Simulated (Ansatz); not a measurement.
# Mo12SeS23: the cost of one run

Method: DFT, PBE, plane-wave PAW, default files, scalar-relativistic, as far as a step names no other, in Ansatz 0.2.0.

## 1. The system as given

Symmetry: P1, No. 1, triclinic system. The conventional cell has a = 6.338 Å, b = 8.384 Å, c = 12.324 Å, α = 90.00°, β = 90.00°, γ = 100.89°. Around Mo (site symmetry 1) lie 6 S at 2.41 Å. Mo (site symmetry 1) has 5 S at 2.41 Å and 1 Se at 2.41 Å as nearest neighbours. Only part of the 36 independent sites is listed.

As a file:

```cif
data_structure
_symmetry_space_group_name_H-M 'P 1'
_symmetry_Int_Tables_number 1
_cell_length_a 9.5070
_cell_length_b 6.3380
_cell_length_c 12.3240
_cell_angle_alpha 90.000
_cell_angle_beta 90.000
_cell_angle_gamma 120.000
_cell_volume 643.10
loop_
_atom_site_label
_atom_site_type_symbol
_atom_site_fract_x
_atom_site_fract_y
_atom_site_fract_z
_atom_site_occupancy
Mo1 Mo 0.11111 0.33333 0.25000 1
Mo2 Mo 0.11111 0.83333 0.25000 1
Mo3 Mo 0.44444 0.33333 0.25000 1
Mo4 Mo 0.44444 0.83333 0.25000 1
Mo5 Mo 0.77778 0.33333 0.25000 1
Mo6 Mo 0.77778 0.83333 0.25000 1
Mo7 Mo 0.22222 0.16667 0.75000 1
Mo8 Mo 0.22222 0.66667 0.75000 1
Mo9 Mo 0.55556 0.16667 0.75000 1
Mo10 Mo 0.55556 0.66667 0.75000 1
Mo11 Mo 0.88889 0.16667 0.75000 1
Mo12 Mo 0.88889 0.66667 0.75000 1
Se1 Se 0.11111 0.33333 0.62300 1
S1 S 0.11111 0.83333 0.62300 1
S2 S 0.44444 0.33333 0.62300 1
S3 S 0.44444 0.83333 0.62300 1
S4 S 0.77778 0.33333 0.62300 1
S5 S 0.77778 0.83333 0.62300 1
S6 S 0.22222 0.16667 0.12300 1
S7 S 0.22222 0.66667 0.12300 1
S8 S 0.55556 0.16667 0.12300 1
S9 S 0.55556 0.66667 0.12300 1
S10 S 0.88889 0.16667 0.12300 1
S11 S 0.88889 0.66667 0.12300 1
S12 S 0.11111 0.33333 0.87700 1
S13 S 0.11111 0.83333 0.87700 1
S14 S 0.44444 0.33333 0.87700 1
S15 S 0.44444 0.83333 0.87700 1
S16 S 0.77778 0.33333 0.87700 1
S17 S 0.77778 0.83333 0.87700 1
S18 S 0.22222 0.16667 0.37700 1
S19 S 0.22222 0.66667 0.37700 1
S20 S 0.55556 0.16667 0.37700 1
S21 S 0.55556 0.66667 0.37700 1
S22 S 0.88889 0.16667 0.37700 1
S23 S 0.88889 0.66667 0.37700 1
```

Atom 13 of the input is the impurity.

## 2. Gradients at the starting positions

The input, input.yaml:

```yaml
crystal:
  lattice:
    - [9.507, 0.0, 0.0]
    - [-3.169, 5.4888690092, 0.0]
    - [0.0, 0.0, 12.324]
  atoms:
    - { symbol: Mo, position: [0.1111111111, 0.3333333334, 0.25] }
    - { symbol: Mo, position: [0.1111111111, 0.8333333334, 0.25] }
    - { symbol: Mo, position: [0.4444444444, 0.3333333334, 0.25] }
    - { symbol: Mo, position: [0.4444444444, 0.8333333334, 0.25] }
    - { symbol: Mo, position: [0.7777777778, 0.3333333334, 0.25] }
    - { symbol: Mo, position: [0.7777777778, 0.8333333334, 0.25] }
    - { symbol: Mo, position: [0.2222222222, 0.1666666666, 0.75] }
    - { symbol: Mo, position: [0.2222222222, 0.6666666666, 0.75] }
    - { symbol: Mo, position: [0.5555555556, 0.1666666666, 0.75] }
    - { symbol: Mo, position: [0.5555555556, 0.6666666666, 0.75] }
    - { symbol: Mo, position: [0.8888888889, 0.1666666666, 0.75] }
    - { symbol: Mo, position: [0.8888888889, 0.6666666666, 0.75] }
    - { symbol: Se, position: [0.1111111111, 0.3333333334, 0.623] }
    - { symbol: S, position: [0.1111111111, 0.8333333334, 0.623] }
    - { symbol: S, position: [0.4444444444, 0.3333333334, 0.623] }
    - { symbol: S, position: [0.4444444444, 0.8333333334, 0.623] }
    - { symbol: S, position: [0.7777777778, 0.3333333334, 0.623] }
    - { symbol: S, position: [0.7777777778, 0.8333333334, 0.623] }
    - { symbol: S, position: [0.2222222222, 0.1666666666, 0.123] }
    - { symbol: S, position: [0.2222222222, 0.6666666666, 0.123] }
    - { symbol: S, position: [0.5555555556, 0.1666666666, 0.123] }
    - { symbol: S, position: [0.5555555556, 0.6666666666, 0.123] }
    - { symbol: S, position: [0.8888888889, 0.1666666666, 0.123] }
    - { symbol: S, position: [0.8888888889, 0.6666666666, 0.123] }
    - { symbol: S, position: [0.1111111111, 0.3333333334, 0.877] }
    - { symbol: S, position: [0.1111111111, 0.8333333334, 0.877] }
    - { symbol: S, position: [0.4444444444, 0.3333333334, 0.877] }
    - { symbol: S, position: [0.4444444444, 0.8333333334, 0.877] }
    - { symbol: S, position: [0.7777777778, 0.3333333334, 0.877] }
    - { symbol: S, position: [0.7777777778, 0.8333333334, 0.877] }
    - { symbol: S, position: [0.2222222222, 0.1666666666, 0.377] }
    - { symbol: S, position: [0.2222222222, 0.6666666666, 0.377] }
    - { symbol: S, position: [0.5555555556, 0.1666666666, 0.377] }
    - { symbol: S, position: [0.5555555556, 0.6666666666, 0.377] }
    - { symbol: S, position: [0.8888888889, 0.1666666666, 0.377] }
    - { symbol: S, position: [0.8888888889, 0.6666666666, 0.377] }
kpoints:
  mp_grid: { grid: [3, 4, 2] }
scf:
  occupations: { method: fermi_dirac, width: 0.01 }
hamiltonian:
  xc: pbe
  pseudopotentials: { kind: paw }
output:
  forces: true
  stress: true
  populations: true
  efg:
    quadrupole_moments_barn: { Mo: -0.022, S: -0.0694 }
    contact_densities: true
  write_density: true
  write_potential: true
  elf: true
  volumetric_format: npy
```

On the command line:

```sh
> ansatz run input.yaml --threads 4 --pin off --max-ram 8192MiB --backend cpu --events-out ev --progress --plain --runs-dir out
```

**Question.** How long does this run take on 4 threads of Arm Neoverse V2, shared host, and how much memory does it need?

About 79 s, with a peak of 3.2 GiB.
